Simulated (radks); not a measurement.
**Filling a parabolic well with ω = 0.4 hartree*, with a point charge of +1 at the centre: electrons 1 to 9**

Aim: add electrons one at a time to a parabolic well with ω = 0.4 hartree*, with a point charge of +1 at the centre, try the lowest free levels for each, keep the configuration of least energy, and see where shells close.

The numbers are computed with radks (version 2): non-relativistic spin-polarised Kohn-Sham, exchange-only LDA, spherically averaged shells.

## Step 1: The model

| Item | Value |
| --- | --- |
| well | a parabolic well with ω = 0.4 hartree*, with a point charge of +1 at the centre |
| functional | exchange-only LDA |
| levels | named by radial order: 1s, 1p, 1d, 2s, 1f and so on |
| units | effective atomic units, hartree* and bohr* |
| configuration carried in | none |

The runs follow, count by count.

## Step 2: 1 electrons

Candidate: add 1s up. The run's settings:

```ini
kind = parabolic
xc = LDAX
omega = 0.4  # hartree
z = 1  # e
electrons = 1
background = 0  # e
configuration = 1s(up 1, down 0)
```

Command:

```console
python run_model.py task.json out
```

task.json names the series; the program runs every candidate in turn, and a move starts from the lowest state found so far. In the records, mag is the spin moment and err the last SCF error; their hartree and bohr are effective units.

Results of the run (chosen fields of its result record, rounded):

```text
status: converged
energy_total [hartree]: -0.272891886
energy_kinetic [hartree]: 0.7098788
energy_external [hartree]: -1.038689
energy_hartree [hartree]: 0.3829727
energy_xc [hartree]: -0.3270543
energy_background [hartree]: 0.0
orbitals [level, occupation, hartree, mean radius in bohr]:
  - ["1s up", 1, 0.00106276, 1.19943]
r2_mean [bohr^2]: 1.820779
mag [bohr magneton]: 1
err: 1.7e-09
```

The series goes on from 1s(up 1, down 0).

## Step 3: N = 2

Candidate: add 1s down. The run's settings:

```ini
kind = parabolic
xc = LDAX
omega = 0.4  # hartree
z = 1  # e
electrons = 2
background = 0  # e
configuration = 1s2
```

Results of the run (chosen fields of its result record, rounded):

```text
status: converged
energy_total [hartree]: 0.159846396
energy_kinetic [hartree]: 1.036901
energy_external [hartree]: -1.622628
energy_hartree [hartree]: 1.301555
energy_xc [hartree]: -0.5559825
energy_background [hartree]: 0.0
orbitals [level, occupation, hartree, mean radius in bohr]:
  - ["1s up", 1, 0.638037, 1.40808]
  - ["1s down", 1, 0.638037, 1.40808]
r2_mean [bohr^2]: 2.493225
mag [bohr magneton]: 0
err: 4e-11
alpha [bohr^3]: 4.497215
```

Candidate: add 1p up. Changed: configuration = 1s(up 1, down 0) 1p(up 1, down 0).

Result:

```text
status: converged
energy_total [hartree]: 0.652223148
energy_kinetic [hartree]: 1.190961
energy_external [hartree]: -1.015332
energy_hartree [hartree]: 1.035086
energy_xc [hartree]: -0.5584917
energy_background [hartree]: 0.0
orbitals [level, occupation, hartree, mean radius in bohr]:
  - ["1s up", 1, 0.414417, 1.28338]
  - ["1p up", 1, 1.08673, 2.23686]
r2_mean [bohr^2]: 3.839967
mag [bohr magneton]: 2
err: 1.5e-10
```

| candidate | configuration | above the lowest (hartree*) |
| --- | --- | --- |
| add 1s down | 1s2 | lowest |
| add 1p up | 1s(up 1, down 0) 1p(up 1, down 0) | 0.492 |

The series goes on from 1s2.

## Step 4: 3 electrons

Candidate: add 1p up. The run's settings:

```ini
kind = parabolic
xc = LDAX
omega = 0.4  # hartree
z = 1  # e
electrons = 3
background = 0  # e
configuration = 1s2 1p(up 1, down 0)
```

Results of the run (chosen fields of its result record, rounded):

```text
status: converged
energy_total [hartree]: 1.50966426
energy_kinetic [hartree]: 1.417303
energy_external [hartree]: -1.420792
energy_hartree [hartree]: 2.275186
energy_xc [hartree]: -0.762033
energy_background [hartree]: 0.0
orbitals [level, occupation, hartree, mean radius in bohr]:
  - ["1s up", 1, 0.996196, 1.512]
  - ["1p up", 1, 1.4962, 2.45252]
  - ["1s down", 1, 1.03845, 1.45298]
r2_mean [bohr^2]: 4.065232
mag [bohr magneton]: 1
err: 1.5e-09
```

Candidate: add 2s up. Changed: configuration = 1s2 2s(up 1, down 0).

Result:

```text
status: converged
energy_total [hartree]: 1.72930102
energy_kinetic [hartree]: 1.667852
energy_external [hartree]: -1.428225
energy_hartree [hartree]: 2.261433
energy_xc [hartree]: -0.771759
energy_background [hartree]: 0.0
orbitals [level, occupation, hartree, mean radius in bohr]:
  - ["1s up", 1, 0.990025, 1.50231]
  - ["2s up", 1, 1.70179, 2.61744]
  - ["1s down", 1, 1.04166, 1.52498]
r2_mean [bohr^2]: 4.718268
mag [bohr magneton]: 1
err: 1.8e-09
```

| candidate | configuration | above the lowest (hartree*) |
| --- | --- | --- |
| add 1p up | 1s2 1p(up 1, down 0) | lowest |
| add 2s up | 1s2 2s(up 1, down 0) | 0.220 |

The series goes on from 1s2 1p(up 1, down 0).

From the same record, its empty bound levels (hartree) and its density (bohr, e/bohr³):

```text
empty: [["1d up", 1.8716], ["2s up", 1.7245], ["1f up", 2.2458], ["1p down", 1.5704], ["1d down", 1.9477], ["2s down", 1.7816], ["1f down", 2.3161]]
r: [0.08065, 0.2833, 0.486, 0.6886, 0.8913, 1.094, 1.297, 1.499, 1.702, 1.905, 2.107, 2.31, 2.513, 2.715, 2.918, 3.121, 3.323, 3.526, 3.728, 3.931]
n: [0.4732, 0.3188, 0.2184, 0.1527, 0.1091, 0.07946, 0.05891, 0.04434, 0.03361, 0.02554, 0.01936, 0.0145, 0.01068, 0.007719, 0.005433, 0.003718, 0.002473, 0.001591, 0.0009925, 0.0005971]
```

## Step 5: Electron number 4

Candidate: add 1p up. The run's settings:

```ini
kind = parabolic
xc = LDAX
omega = 0.4  # hartree
z = 1  # e
electrons = 4
background = 0  # e
configuration = 1s2 1p(up 2, down 0)
```

Results of the run (chosen fields of its result record, rounded):

```text
status: converged
energy_total [hartree]: 3.1555227
energy_kinetic [hartree]: 1.750954
energy_external [hartree]: -1.116403
energy_hartree [hartree]: 3.528408
energy_xc [hartree]: -1.007437
energy_background [hartree]: 0.0
orbitals [level, occupation, hartree, mean radius in bohr]:
  - ["1s up", 1, 1.34459, 1.59569]
  - ["1p up", 2, 1.79509, 2.55492]
  - ["1s down", 1, 1.41334, 1.49674]
r2_mean [bohr^2]: 5.110914
mag [bohr magneton]: 2
err: 1.8e-09
```

Candidate: add 1p down. Changed: configuration = 1s2 1p(up 1, down 1).

Result:

```text
status: converged
energy_total [hartree]: 3.2082269
energy_kinetic [hartree]: 1.733667
energy_external [hartree]: -1.091961
energy_hartree [hartree]: 3.515781
energy_xc [hartree]: -0.9492604
energy_background [hartree]: 0.0
orbitals [level, occupation, hartree, mean radius in bohr]:
  - ["1s up", 1, 1.3688, 1.55697]
  - ["1p up", 1, 1.835, 2.55899]
  - ["1s down", 1, 1.3688, 1.55697]
  - ["1p down", 1, 1.835, 2.55899]
r2_mean [bohr^2]: 5.147807
mag [bohr magneton]: 0
err: 1.5e-10
```

Candidate: add 2s up. Changed: configuration = 1s2 1p(up 1, down 0) 2s(up 1, down 0).

Result:

```text
status: converged
energy_total [hartree]: 3.3669427
energy_kinetic [hartree]: 1.998725
energy_external [hartree]: -1.132327
energy_hartree [hartree]: 3.505378
energy_xc [hartree]: -1.004833
energy_background [hartree]: 0.0
orbitals [level, occupation, hartree, mean radius in bohr]:
  - ["1s up", 1, 1.33591, 1.59175]
  - ["1p up", 1, 1.78555, 2.57337]
  - ["2s up", 1, 1.99311, 2.65248]
  - ["1s down", 1, 1.42281, 1.58536]
r2_mean [bohr^2]: 5.589237
mag [bohr magneton]: 2
err: 1.1e-09
```

Candidate: move 1p up to 1p down: the same state as a run above.

| candidate | configuration | above the lowest (hartree*) |
| --- | --- | --- |
| add 1p up | 1s2 1p(up 2, down 0) | lowest |
| add 1p down | 1s2 1p(up 1, down 1) | 0.0527 |
| add 2s up | 1s2 1p(up 1, down 0) 2s(up 1, down 0) | 0.211 |
| move 1p up to 1p down | 1s2 1p(up 1, down 1) | 0.0527 |

The series goes on from 1s2 1p(up 2, down 0).

## Step 6: N = 5

Candidate: add 1p up. The run's settings:

```ini
kind = parabolic
xc = LDAX
omega = 0.4  # hartree
z = 1  # e
electrons = 5
background = 0  # e
configuration = 1s2 1p(up 3, down 0)
```

Results of the run (chosen fields of its result record, rounded):

```text
status: converged
energy_total [hartree]: 5.09774308
energy_kinetic [hartree]: 2.04325
energy_external [hartree]: -0.7059124
energy_hartree [hartree]: 5.032272
energy_xc [hartree]: -1.271866
energy_background [hartree]: 0.0
orbitals [level, occupation, hartree, mean radius in bohr]:
  - ["1s up", 1, 1.67718, 1.67284]
  - ["1p up", 3, 2.08797, 2.65261]
  - ["1s down", 1, 1.76498, 1.53677]
r2_mean [bohr^2]: 5.950827
mag [bohr magneton]: 3
err: 1.1e-10
```

Candidate: add 1p down. Changed: configuration = 1s2 1p(up 2, down 1).

Result:

```text
status: converged
energy_total [hartree]: 5.18376909
energy_kinetic [hartree]: 2.018215
energy_external [hartree]: -0.6678305
energy_hartree [hartree]: 5.010993
energy_xc [hartree]: -1.177608
energy_background [hartree]: 0.0
orbitals [level, occupation, hartree, mean radius in bohr]:
  - ["1s up", 1, 1.69316, 1.6377]
  - ["1p up", 2, 2.11607, 2.65615]
  - ["1s down", 1, 1.72062, 1.60181]
  - ["1p down", 1, 2.15631, 2.66356]
r2_mean [bohr^2]: 6.001653
mag [bohr magneton]: 1
err: 2e-09
```

Candidate: add 2s up. Changed: configuration = 1s2 1p(up 2, down 0) 2s(up 1, down 0).

Result:

```text
status: converged
energy_total [hartree]: 5.29925332
energy_kinetic [hartree]: 2.28666
energy_external [hartree]: -0.7292912
energy_hartree [hartree]: 5.003243
energy_xc [hartree]: -1.261358
energy_background [hartree]: 0.0
orbitals [level, occupation, hartree, mean radius in bohr]:
  - ["1s up", 1, 1.66879, 1.67273]
  - ["1p up", 2, 2.07793, 2.66568]
  - ["2s up", 1, 2.27757, 2.69484]
  - ["1s down", 1, 1.77983, 1.64297]
r2_mean [bohr^2]: 6.321595
mag [bohr magneton]: 3
err: 9.1e-11
```

Candidate: move 1p up to 1p down: the same state as a run above.

| candidate | configuration | above the lowest (hartree*) |
| --- | --- | --- |
| add 1p up | 1s2 1p(up 3, down 0) | lowest |
| add 1p down | 1s2 1p(up 2, down 1) | 0.0860 |
| add 2s up | 1s2 1p(up 2, down 0) 2s(up 1, down 0) | 0.202 |
| move 1p up to 1p down | 1s2 1p(up 2, down 1) | 0.0860 |

Kept: 1s2 1p(up 3, down 0).

## Step 7: Electron number 6

Candidate: add 1p down. The run's settings:

```ini
kind = parabolic
xc = LDAX
omega = 0.4  # hartree
z = 1  # e
electrons = 6
background = 0  # e
configuration = 1s2 1p(up 3, down 1)
```

Results of the run (chosen fields of its result record, rounded):

```text
status: converged
energy_total [hartree]: 7.43903836
energy_kinetic [hartree]: 2.272435
energy_external [hartree]: -0.1439922
energy_hartree [hartree]: 6.737415
energy_xc [hartree]: -1.426819
energy_background [hartree]: 0.0
orbitals [level, occupation, hartree, mean radius in bohr]:
  - ["1s up", 1, 2.00519, 1.71099]
  - ["1p up", 3, 2.39345, 2.74868]
  - ["1s down", 1, 2.05305, 1.64349]
  - ["1p down", 1, 2.46225, 2.76514]
r2_mean [bohr^2]: 6.744079
mag [bohr magneton]: 2
err: 1.5e-09
```

Candidate: add 2s up. Changed: configuration = 1s2 1p(up 3, down 0) 2s(up 1, down 0).

Result:

```text
status: converged
energy_total [hartree]: 7.52007797
energy_kinetic [hartree]: 2.540019
energy_external [hartree]: -0.2215842
energy_hartree [hartree]: 6.732907
energy_xc [hartree]: -1.531264
energy_background [hartree]: 0.0
orbitals [level, occupation, hartree, mean radius in bohr]:
  - ["1s up", 1, 1.98684, 1.749]
  - ["1p up", 3, 2.36224, 2.75696]
  - ["2s up", 1, 2.55312, 2.73764]
  - ["1s down", 1, 2.11588, 1.69709]
r2_mean [bohr^2]: 6.986179
mag [bohr magneton]: 4
err: 1.8e-10
```

Candidate: add 2s down. Changed: configuration = 1s2 1p(up 3, down 0) 2s(up 0, down 1).

Result:

```text
status: converged
energy_total [hartree]: 7.59238875
energy_kinetic [hartree]: 2.523179
energy_external [hartree]: -0.1770077
energy_hartree [hartree]: 6.702501
energy_xc [hartree]: -1.456284
energy_background [hartree]: 0.0
orbitals [level, occupation, hartree, mean radius in bohr]:
  - ["1s up", 1, 2.01628, 1.81318]
  - ["1p up", 3, 2.37599, 2.73714]
  - ["1s down", 1, 2.05598, 1.63729]
  - ["2s down", 1, 2.60923, 2.84819]
r2_mean [bohr^2]: 7.0247
mag [bohr magneton]: 2
err: 5.9e-10
```

Candidate: move 1p down to 2s up: the same state as a run above.

Candidate: move 1p up to 1p down. Changed: configuration = 1s2 1p(up 2, down 2).

Result:

```text
status: converged
energy_total [hartree]: 7.47287742
energy_kinetic [hartree]: 2.26455
energy_external [hartree]: -0.1303161
energy_hartree [hartree]: 6.728916
energy_xc [hartree]: -1.390272
energy_background [hartree]: 0.0
orbitals [level, occupation, hartree, mean radius in bohr]:
  - ["1s up", 1, 2.02477, 1.68053]
  - ["1p up", 2, 2.42221, 2.7558]
  - ["1s down", 1, 2.02477, 1.68053]
  - ["1p down", 2, 2.42221, 2.7558]
r2_mean [bohr^2]: 6.762102
mag [bohr magneton]: 0
err: 1e-09
```

| candidate | configuration | above the lowest (hartree*) |
| --- | --- | --- |
| add 1p down | 1s2 1p(up 3, down 1) | lowest |
| add 2s up | 1s2 1p(up 3, down 0) 2s(up 1, down 0) | 0.0810 |
| add 2s down | 1s2 1p(up 3, down 0) 2s(up 0, down 1) | 0.153 |
| move 1p down to 2s up | 1s2 1p(up 3, down 0) 2s(up 1, down 0) | 0.0810 |
| move 1p up to 1p down | 1s2 1p(up 2, down 2) | 0.0338 |

Lowest: 1s2 1p(up 3, down 1).

From the same record, its empty bound levels (hartree) and its density (bohr, e/bohr³):

```text
empty: [["1d up", 2.6942], ["2s up", 2.5766], ["1f up", 3.008], ["1d down", 2.7588], ["2s down", 2.6227], ["1f down", 3.065]]
r: [0.1039, 0.3649, 0.6259, 0.887, 1.148, 1.409, 1.67, 1.931, 2.192, 2.453, 2.714, 2.975, 3.236, 3.497, 3.758, 4.019, 4.28, 4.541, 4.802, 5.063]
n: [0.3665, 0.2247, 0.1457, 0.1015, 0.07618, 0.06097, 0.05088, 0.04314, 0.03633, 0.02984, 0.02361, 0.01783, 0.01278, 0.008654, 0.005522, 0.003316, 0.001871, 0.0009926, 0.000495, 0.000232]
```

## Step 8: 7 electrons

Candidate: add 1p down. The run's settings:

```ini
kind = parabolic
xc = LDAX
omega = 0.4  # hartree
z = 1  # e
electrons = 7
background = 0  # e
configuration = 1s2 1p(up 3, down 2)
```

Results of the run (chosen fields of its result record, rounded):

```text
status: converged
energy_total [hartree]: 10.0274652
energy_kinetic [hartree]: 2.488701
energy_external [hartree]: 0.5013146
energy_hartree [hartree]: 8.662753
energy_xc [hartree]: -1.625303
energy_background [hartree]: 0.0
orbitals [level, occupation, hartree, mean radius in bohr]:
  - ["1s up", 1, 2.31931, 1.75092]
  - ["1p up", 3, 2.68624, 2.8435]
  - ["1s down", 1, 2.34013, 1.72066]
  - ["1p down", 2, 2.71515, 2.85282]
r2_mean [bohr^2]: 7.450099
mag [bohr magneton]: 1
err: 5e-10
```

Candidate: add 2s up. Changed: configuration = 1s2 1p(up 3, down 1) 2s(up 1, down 0).

Result:

```text
status: converged
energy_total [hartree]: 10.1403905
energy_kinetic [hartree]: 2.741369
energy_external [hartree]: 0.4414028
energy_hartree [hartree]: 8.639553
energy_xc [hartree]: -1.681934
energy_background [hartree]: 0.0
orbitals [level, occupation, hartree, mean radius in bohr]:
  - ["1s up", 1, 2.29933, 1.7844]
  - ["1p up", 3, 2.65585, 2.8498]
  - ["2s up", 1, 2.82726, 2.80136]
  - ["1s down", 1, 2.38801, 1.81654]
  - ["1p down", 1, 2.73716, 2.85409]
r2_mean [bohr^2]: 7.667714
mag [bohr magneton]: 3
err: 4.6e-11
```

Candidate: add 2s down. Changed: configuration = 1s2 1p(up 3, down 1) 2s(up 0, down 1).

Result:

```text
status: converged
energy_total [hartree]: 10.1785576
energy_kinetic [hartree]: 2.735584
energy_external [hartree]: 0.4629967
energy_hartree [hartree]: 8.623661
energy_xc [hartree]: -1.643684
energy_background [hartree]: 0.0
orbitals [level, occupation, hartree, mean radius in bohr]:
  - ["1s up", 1, 2.33398, 1.87162]
  - ["1p up", 3, 2.67013, 2.83339]
  - ["1s down", 1, 2.33932, 1.72075]
  - ["1p down", 1, 2.71133, 2.8794]
  - ["2s down", 1, 2.8593, 2.86337]
r2_mean [bohr^2]: 7.686989
mag [bohr magneton]: 1
err: 6.3e-10
```

| candidate | configuration | above the lowest (hartree*) |
| --- | --- | --- |
| add 1p down | 1s2 1p(up 3, down 2) | lowest |
| add 2s up | 1s2 1p(up 3, down 1) 2s(up 1, down 0) | 0.113 |
| add 2s down | 1s2 1p(up 3, down 1) 2s(up 0, down 1) | 0.151 |

Lowest: 1s2 1p(up 3, down 2).

## Step 9: 8 electrons

Candidate: add 1p down. The run's settings:

```ini
kind = parabolic
xc = LDAX
omega = 0.4  # hartree
z = 1  # e
electrons = 8
background = 0  # e
configuration = 1s2 1p6
```

Results of the run (chosen fields of its result record, rounded):

```text
status: converged
energy_total [hartree]: 12.8690999
energy_kinetic [hartree]: 2.688801
energy_external [hartree]: 1.235852
energy_hartree [hartree]: 10.79177
energy_xc [hartree]: -1.847323
energy_background [hartree]: 0.0
orbitals [level, occupation, hartree, mean radius in bohr]:
  - ["1s up", 1, 2.6197, 1.78861]
  - ["1p up", 3, 2.96762, 2.93603]
  - ["1s down", 1, 2.6197, 1.78861]
  - ["1p down", 3, 2.96762, 2.93603]
r2_mean [bohr^2]: 8.103073
mag [bohr magneton]: 0
err: 1.5e-09
alpha [bohr^3]: 49.14311
```

Candidate: add 2s up. Changed: configuration = 1s2 1p(up 3, down 2) 2s(up 1, down 0).

Result:

```text
status: converged
energy_total [hartree]: 12.9992218
energy_kinetic [hartree]: 2.932584
energy_external [hartree]: 1.184104
energy_hartree [hartree]: 10.75686
energy_xc [hartree]: -1.874325
energy_background [hartree]: 0.0
orbitals [level, occupation, hartree, mean radius in bohr]:
  - ["1s up", 1, 2.59991, 1.82198]
  - ["1p up", 3, 2.93829, 2.94164]
  - ["2s up", 1, 3.09334, 2.86264]
  - ["1s down", 1, 2.66102, 1.90439]
  - ["1p down", 2, 2.98109, 2.93865]
r2_mean [bohr^2]: 8.297816
mag [bohr magneton]: 2
err: 4.8e-11
```

Candidate: add 2s down. Changed: configuration = 1s2 1p(up 3, down 2) 2s(up 0, down 1).

Result:

```text
status: converged
energy_total [hartree]: 13.0156253
energy_kinetic [hartree]: 2.930834
energy_external [hartree]: 1.193106
energy_hartree [hartree]: 10.74985
energy_xc [hartree]: -1.858167
energy_background [hartree]: 0.0
orbitals [level, occupation, hartree, mean radius in bohr]:
  - ["1s up", 1, 2.63747, 1.92814]
  - ["1p up", 3, 2.95279, 2.92742]
  - ["1s down", 1, 2.61767, 1.79224]
  - ["1p down", 2, 2.96252, 2.95523]
  - ["2s down", 1, 3.10752, 2.89103]
r2_mean [bohr^2]: 8.305448
mag [bohr magneton]: 0
err: 8.7e-10
```

| candidate | configuration | above the lowest (hartree*) |
| --- | --- | --- |
| add 1p down | 1s2 1p6 | lowest |
| add 2s up | 1s2 1p(up 3, down 2) 2s(up 1, down 0) | 0.130 |
| add 2s down | 1s2 1p(up 3, down 2) 2s(up 0, down 1) | 0.147 |

Kept: 1s2 1p6.

## Step 10: Electron number 9

Candidate: add 2s up. The run's settings:

```ini
kind = parabolic
xc = LDAX
omega = 0.4  # hartree
z = 1  # e
electrons = 9
background = 0  # e
configuration = 1s2 1p6 2s(up 1, down 0)
```

Results of the run (chosen fields of its result record, rounded):

```text
status: converged
energy_total [hartree]: 16.1025164
energy_kinetic [hartree]: 3.111078
energy_external [hartree]: 2.012643
energy_hartree [hartree]: 13.06896
energy_xc [hartree]: -2.090163
energy_background [hartree]: 0.0
orbitals [level, occupation, hartree, mean radius in bohr]:
  - ["1s up", 1, 2.88846, 1.85741]
  - ["1p up", 3, 3.21055, 3.0313]
  - ["2s up", 1, 3.35114, 2.92246]
  - ["1s down", 1, 2.92815, 1.98211]
  - ["1p down", 3, 3.22512, 3.01886]
r2_mean [bohr^2]: 8.895183
mag [bohr magneton]: 1
err: 5.9e-10
```

Candidate: add 1d up. Changed: configuration = 1s2 1p6 1d(up 1, down 0).

Result:

```text
status: converged
energy_total [hartree]: 16.2122064
energy_kinetic [hartree]: 3.078137
energy_external [hartree]: 2.231468
energy_hartree [hartree]: 12.96543
energy_xc [hartree]: -2.062833
energy_background [hartree]: 0.0
orbitals [level, occupation, hartree, mean radius in bohr]:
  - ["1s up", 1, 2.87342, 1.83376]
  - ["1p up", 3, 3.20333, 3.01014]
  - ["1d up", 1, 3.45469, 3.48809]
  - ["1s down", 1, 2.8794, 1.78537]
  - ["1p down", 3, 3.22418, 2.98655]
r2_mean [bohr^2]: 8.930715
mag [bohr magneton]: 1
err: 5e-10
```

| candidate | configuration | above the lowest (hartree*) |
| --- | --- | --- |
| add 2s up | 1s2 1p6 2s(up 1, down 0) | lowest |
| add 1d up | 1s2 1p6 1d(up 1, down 0) | 0.110 |

The series goes on from 1s2 1p6 2s(up 1, down 0).

From the same record, its empty bound levels (hartree) and its density (bohr, e/bohr³):

```text
empty: [["1d up", 3.4586], ["1f up", 3.7265], ["2p up", 3.7868], ["1g up", 4.0147], ["1d down", 3.4753], ["2s down", 3.3977], ["1f down", 3.7455], ["2p down", 3.8066], ["1g down", 4.0347]]
r: [0.1193, 0.4191, 0.7189, 1.019, 1.318, 1.618, 1.918, 2.218, 2.518, 2.817, 3.117, 3.417, 3.717, 4.016, 4.316, 4.616, 4.916, 5.216, 5.515, 5.815]
n: [0.4324, 0.2431, 0.144, 0.09251, 0.06619, 0.05279, 0.04568, 0.04099, 0.0366, 0.03157, 0.02578, 0.01971, 0.01398, 0.009178, 0.005537, 0.003069, 0.001561, 0.0007292, 0.0003138, 0.0001237]
```

## Step 11: Collected

| N | configuration | unpaired | chemical potential (hartree*) | addition energy (hartree*) | rms radius (bohr*) |
| --- | --- | --- | --- | --- | --- |
| 1 | 1s(up 1, down 0) | 1 | -0.2729 | 0.706 | 1.35 |
| 2 | 1s2 | 0 | 0.4327 | 0.917 | 1.58 |
| 3 | 1s2 1p(up 1, down 0) | 1 | 1.350 | 0.296 | 2.02 |
| 4 | 1s2 1p(up 2, down 0) | 2 | 1.646 | 0.296 | 2.26 |
| 5 | 1s2 1p(up 3, down 0) | 3 | 1.942 | 0.399 | 2.44 |
| 6 | 1s2 1p(up 3, down 1) | 2 | 2.341 | 0.247 | 2.60 |
| 7 | 1s2 1p(up 3, down 2) | 1 | 2.588 | 0.253 | 2.73 |
| 8 | 1s2 1p6 | 0 | 2.842 | 0.392 | 2.85 |
| 9 | 1s2 1p6 2s(up 1, down 0) | 1 | 3.233 | - | 2.98 |

Chemical potential E(N) - E(N-1); addition energy E(N+1) + E(N-1) - 2E(N).

Density of N = 9:

r (bohr*), 4πr² × density and a bar:
```
     0.12       0.08 
     0.57       0.75 #######
     1.02       1.21 ###########
     1.47       1.58 ###############
     1.92       2.11 ####################
     2.37       2.74 ##########################
     2.82       3.15 ##############################
     3.27       3.05 #############################
     3.72       2.43 #######################
     4.17       1.57 ###############
     4.62       0.82 ########
     5.07       0.35 ###
     5.51       0.12 #
     5.96       0.03
```

## Step 12: Results

| quantity | value |
| --- | --- |
| closed shells at N | 2 and 8 |
| largest addition energy | 0.917 hartree* at N = 2 (of N = 1 to 8) |
| most unpaired electrons | 3 at N = 5 |
| polarisability at N = 2 | 4.497 bohr*³ |
| configuration at N = 9 | 1s2 1p6 2s(up 1, down 0) |

What this shows: All occupied shells are full at N = 2 and 8; the largest second difference falls on N = 2. Among the lowest states kept at each count, up to 3 electrons are unpaired (N = 5), since exchange favours parallel spins. The model keeps every shell spherical, so real clusters and dots, which can deform, may order levels otherwise.
